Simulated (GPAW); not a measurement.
A run of GPAW 26.7.0 is set up as follows.

File run.py:

```python
from ase import Atoms
from ase.eos import EquationOfState
from ase.io import Trajectory
from ase.units import GPa
from gpaw import GPAW, PW

atoms = Atoms(['In', 'In', 'In', 'As'],
              cell=[[4.671681, 0.0, 0.0],
                    [0.0, 4.671681, 0.0],
                    [0.0, 0.0, 4.671681]],
              scaled_positions=[[0.5, 0.5, 0.0],
                                [0.5, 0.0, 0.5],
                                [0.0, 0.5, 0.5],
                                [0.0, 0.0, 0.0]],
              pbc=True)

traj = Trajectory('eos.traj', 'w')
volumes, energies = [], []
for x in [0.94, 0.96, 0.98, 1.0, 1.02, 1.04, 1.06]:
    a = atoms.copy()
    a.set_cell(atoms.cell * x**(1 / 3), scale_atoms=True)
    calc = GPAW(mode=PW(600),
                xc='PBE',
                kpts={'size': (6, 6, 6), 'gamma': True},
                occupations={'name': 'fermi-dirac', 'width': 0.05},
                nbands=36,
                convergence={'density': 1e-05, 'energy': 1e-05},
                maxiter=150,
                txt=f'eos-{x:.2f}.txt')
    a.calc = calc
    energies.append(a.get_potential_energy(force_consistent=True))
    volumes.append(a.get_volume())
    p = -a.get_stress()[:3].mean() / GPa
    calc.write(f'eos-{x:.2f}.gpw')
    traj.write(a)
    print(f'{x:.2f} {volumes[-1]:10.4f} A^3 {energies[-1]:14.6f} eV {p:9.3f} GPa', flush=True)

v0, e0, B = EquationOfState(volumes, energies, eos='birchmurnaghan').fit()
print(f'V0 = {v0:.4f} A^3, E0 = {e0:.6f} eV, B0 = {B / GPa:.2f} GPa')
```

Potentials or basis: GPAW PAW data sets (gpaw-data 1.2.1), pw.

Run with:

```sh
$ OMP_NUM_THREADS=1 python run.py
```

(1) Estimate the equilibrium volume.

(2) What does it give for the bulk modulus?

(3) Predict the pressure derivative of the bulk modulus.

Answers

(1) 25.71 Å³/atom.

(2) 41 GPa.

(3) 4.9.
